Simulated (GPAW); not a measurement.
# MoSe (P3m1) in GPAW: single point with PBE

Aim: the single point of MoSe with PBE.

Everything below comes from runs of GPAW 26.7.0. Logs are shortened: lines on timing, memory, paths and dates and some standing lists are left out, and cuts for length are marked. The log counts tension as positive stress, the text compression.

### 1 The structure

The structure is trigonal, space group P3m1 (No. 156). The conventional cell has a = 3.471 Å, b = 3.471 Å, c = 4.373 Å, α = 90.00°, β = 90.00°, γ = 120.00°. Around Mo (site symmetry 3m) lie 3 Se at 2.04 Å. Se (site symmetry 3m) has 3 Mo at 2.04 Å as nearest neighbours.

The cell was built by a generator and needn't be a form met in nature.

### 2 Single point, PBE

run.py reads:

```python
from ase.dft.bandgap import bandgap
from ase.io import read, write
from ase.units import GPa
from gpaw import GPAW, PW

atoms = read('POSCAR')

calc = GPAW(mode=PW(450),
            xc='PBE',
            kpts={'size': (7, 7, 5), 'gamma': True},
            occupations={'name': 'fermi-dirac', 'width': 0.05},
            nbands=20,
            maxiter=120,
            txt='gpaw.txt')
atoms.calc = calc
energy = atoms.get_potential_energy()
forces = atoms.get_forces()
stress = atoms.get_stress()
calc.write('gs.gpw')
write('result.traj', atoms)
print(f'Energy: {energy:.6f} eV')
print('Forces (eV/A):')
print(forces.round(4))
print('Stress (GPa):', (stress / GPa).round(3))
print('Fermi level:', round(calc.get_fermi_level(), 4), 'eV')
print(f'Gap: {bandgap(calc)[0]:.4f} eV, direct: {bandgap(calc, direct=True)[0]:.4f} eV')
```

POSCAR reads:

```
MoSe
1.0
    3.4706685925      0.0000000000      0.0000000000
   -1.7353342963      3.0056871692      0.0000000000
    0.0000000000      0.0000000000      4.3727953400
Mo Se
1 1
Direct
    0.6666666700      0.3333333300      0.0254445500
    0.3333333367      0.6666666633      0.1184304700
```

Potentials or basis: GPAW PAW data sets (gpaw-data 1.2.1), pw.

Run with:

```
OMP_NUM_THREADS=1 python run.py
```

gpaw.txt:

```text
__  _  _
 | _ |_)|_||  |
 |__||  | ||/\| - 26.7.0

Input parameters:
  mode=PW(ecut=450.00000000000006),
  kpts=MonkhorstPack(size=(7, 7, 5), gamma=True),
  maxiter=120,
  nbands=20,
  occupations=Occupations(name='fermi-dirac', width=0.05),
  xc=XC(name='PBE')

Diagonalizing LCAO Hamiltonian
Converting LCAO to pw mode

        Se

           Mo

Atoms  # Å, Bohr magnetons
|   | symbol |        x |        y |        z |    initial magnetic moments |
|---|--------|----------|----------|----------|-----------------------------|
| 0 |     Mo | 1.735334 | 1.001896 | 0.111264 | ( 0.0000,  0.0000,  0.0000) |
| 1 |     Se | 0.000000 | 2.003791 | 0.517872 | ( 0.0000,  0.0000,  0.0000) |

Unit cell  # Å
| periodic |         x |        y |        z |  lengths |     angles |
|----------|-----------|----------|----------|----------|------------|
|      yes |  3.470669 | 0.000000 | 0.000000 | 3.470669 |  90.000000 |
|      yes | -1.735334 | 3.005687 | 0.000000 | 3.470669 |  90.000000 |
|      yes |  0.000000 | 0.000000 | 4.372795 | 4.372795 | 120.000000 |

Number of symmetries: 6
Symmetry operations  # r_c * U_cc + t_c -> r_c
|   | kind |            matrix            |
|---|------|------------------------------|
| 0 |  σ   |  1, 1, 0,  0,-1, 0,  0, 0, 1 |
| 1 |  E   |  1, 0, 0,  0, 1, 0,  0, 0, 1 |
| 2 |  C3  |  0, 1, 0, -1,-1, 0,  0, 0, 1 |
| 3 |  σ   |  0,-1, 0, -1, 0, 0,  0, 0, 1 |
| 4 |  σ   | -1, 0, 0,  1, 1, 0,  0, 0, 1 |
| 5 |  C3  | -1,-1, 0,  1, 0, 0,  0, 0, 1 |

BZ-sampling:
  Number of BZ points: 245
  Number of IBZ points: 32

  Monkhorst-Pack size: [7, 7, 5]
  Monkhorst-Pack shift: [0, 0, 0]

K-points  # in reciprocal-cell coordinates
|     |                                coordinates |     weight |
|-----|--------------------------------------------|------------|
|   0 | (  0.00000000,   0.00000000,   0.00000000) | 0.00408163 |
|   1 | (  0.00000000,   0.00000000,   0.20000000) | 0.00816327 |
|   2 | (  0.00000000,   0.00000000,   0.40000000) | 0.00816327 |
|   3 | (  0.14285714,   0.00000000,  -0.40000000) | 0.02448980 |
|   4 | (  0.14285714,   0.00000000,  -0.20000000) | 0.02448980 |
|   5 | (  0.14285714,   0.00000000,   0.00000000) | 0.02448980 |
|   6 | (  0.14285714,   0.00000000,   0.20000000) | 0.02448980 |
|   7 | (  0.14285714,   0.00000000,   0.40000000) | 0.02448980 |
|   8 | (  0.28571429,  -0.14285714,   0.00000000) | 0.02448980 |
|   9 | (  0.28571429,  -0.14285714,   0.20000000) | 0.04897959 |
| ... |                                            |            |
|  31 | (  0.42857143,   0.42857143,   0.40000000) | 0.04897959 |

Plane wave coefficients: 1002
Cutoff: 450.00000000000006 eV

Spin-components: 1 (collinear spins)
Bands:           20
Projectors:      11
Spin-degeneracy: 2
Datatype:        complex128

Parallelization:
  kpt:    1
  domain: 1
  band:   1

Density:
  Valence electrons: 20.0
  Components: 1
  Grid points: [18 18 24]
  Charge: 0.0  # |e|

Potential:
  Grid points: [18 18 24]

species:
  Mo:
    name:    Molybdenum
    Z:       42.0
    valence: 14
    core:    28
    charge:  0.0  # [|e|]
    compensation charges:
      type: gauss
      rc: 0.38  # [Å]
      lmax: 2
    cutoffs:
      filter: 2.16  # [Å]
      core: 1.42  # [Å]
    projectors
    | kind |    occ | energy [eV] | rcut [Å] |
    |------|--------|-------------|----------|
    |   4s |  2.000 |     -64.307 |    1.238 |
    |   5s |  1.000 |      -4.084 |    1.238 |
    |   4p |  6.000 |     -38.491 |    1.296 |
    |   5p |  0.000 |      -1.044 |    1.296 |
    |   4d |  5.000 |      -3.754 |    1.296 |
    |    d |        |      23.458 |    1.296 |

    Using partial waves for Mo as LCAO basis

  Se:
    name:    Selenium
    Z:       34.0
    valence: 6
    core:    28
    charge:  0.0  # [|e|]
    compensation charges:
      type: gauss
      rc: 0.27  # [Å]
      lmax: 2
    cutoffs:
      filter: 1.77  # [Å]
      core: 2.67  # [Å]
    projectors
    | kind |    occ | energy [eV] | rcut [Å] |
    |------|--------|-------------|----------|
    |   4s |  2.000 |     -17.277 |    0.847 |
    |   4p |  4.000 |      -6.512 |    1.005 |
    |    s |        |       9.935 |    0.847 |
    |    p |        |      20.699 |    1.005 |
    |    d |        |       0.000 |    0.847 |

    Using partial waves for Se as LCAO basis

Reference energy: -176237.604762  # eV

eigensolver:
  PPCG
  Converge bands: occupied
  niter=2

density mixing:
  MSR1-Mixer
  Pratt-step length: 0.05
  Maximum mixing coefficient: 0.75
  Old densities: 10
  SVD Regularization: 0.005
  Good broyden scale: 1.0
  Trust region scale: 1.0
  Backstep threshold: 4.0
  History deletion threshold: 6.0
  Fourier metric: weight=20.0, sigma=0.015

occupation numbers:
  Fermi-Dirac:
    width: 0.0500  # eV

poisson solver:
  ecut: 3600.0000000000005  # eV

xc functional:
  name: PBE with 2 nearest neighbor stencil

convergence criteria:
- Maximum [total energy] change in last 3 cyles: 0.0005 eV / valence electron
- Maximum integral of absolute [dens]ity change: 0.0001 electrons / valence electron
- Maximum integral of absolute [eigenst]ate change: 4e-08 eV^2 / valence electron
maximum number of iterations: 120

SCF iterations
|iter     | |      energy | eigst |  dens |
|---------|-|-------------|-------|-------|
|iter:   1| |   -8.645101 | +0.54 |       |
|iter:   2| |   -8.551871 | -1.58 | -1.16 |
|iter:   3| |   -8.248596 | -1.52 | -1.21 |
|iter:   4| |   -8.255319 | -2.71 | -1.74 |
|iter:   5| |   -8.258677 | -3.33 | -2.15 |
|iter:   6| |   -8.258756c| -4.47 | -2.59 |
|iter:   7| |   -8.258945c| -4.95 | -2.95 |
|iter:   8| |   -8.258937c| -6.45 | -3.70 |
|iter:   9| |   -8.258937c| -7.34 | -4.21c|
|iter:  10| |   -8.258937c| -7.93c| -4.79c|

Converged in 10 steps
Energy contributions relative to reference atoms: (reference = -176237.604762)

Energy contributions:
  Kinetic:          79.741764
  Coulomb:         -66.463551
  Zero:             -0.786204
  External:          0.000000
  Xc:              -20.732245
  Entropy:          -0.037401
  Spinorbit:         0.000000
  ----------------------------
  Free energy:      -8.277637
  Extrapolated:     -8.258937

dipole moment: (0.620145, -0.358026, -20.274430)  # |e|*Ang

Fermi level: 7.029
Eigenvalues  # (at kpt = [0.000, 0.000, 0.000])
| band index |      eig [eV] | occ [0-2] |
|------------|---------------|-----------|
|          0 |       -53.106 |     2.000 |
|          1 |       -27.779 |     2.000 |
|          2 |       -27.779 |     2.000 |
|          3 |       -27.084 |     2.000 |
|          4 |        -8.358 |     2.000 |
|          5 |         0.628 |     2.000 |
[... 9 lines left out ...]
|         15 |        18.742 |     0.000 |
|         16 |        18.742 |     0.000 |
|        ... |               |           |
|         19 |        22.153 |     0.000 |

No gap
No difference between direct/indirect transitions

Forces  # eV/Ang
|        x |       y |        z |
|----------|---------|----------|
| -0.00000 | 0.00000 | -6.16538 |  # Mo   0
|  0.00000 | 0.00000 |  6.16502 |  # Se   1

Stress tensor  # eV/Ang^3
|         x |         y |         z |
|-----------|-----------|-----------|
| -0.631253 | -0.000000 | -0.000000 |
| -0.000000 | -0.631253 |  0.000000 |
| -0.000000 |  0.000000 | -0.011384 |

# Writing to gs.gpw (mode='')
```

It took 15 s on 1 thread of Arm Neoverse V1, shared host; peak memory 0.14 GiB.

What came out:

- Free energy: -8.2776 eV
- Pressure: 68.0 GPa
- Largest force: 6.165 eV/Å
- Band gap on the k mesh: none (metal or under the smearing width)

Forces in eV/Å, atoms in the order of the input:
```
Mo   0.000  0.000 -6.165
Se   0.000  0.000  6.165
```

Levels at points of the mesh, in eV from the Fermi level:
```
           k point  band 7  band 8  band 9  band 10  band 11  band 12  band 13  band 14
(0.00, 0.00, 0.00)   -6.40   -4.58   -0.75     0.09     0.09     4.48     7.17     8.28
```

Caveat: the cutoff is short for stress and forces, so pressures can be off by a GPa or more; a pressure of tens of GPa on the cell as given is suspect, and the run, the potentials or the cell itself is likely at fault; this functional lacks dispersion, which binds the layers, so the pressure and a relaxed spacing across them are unreliable.
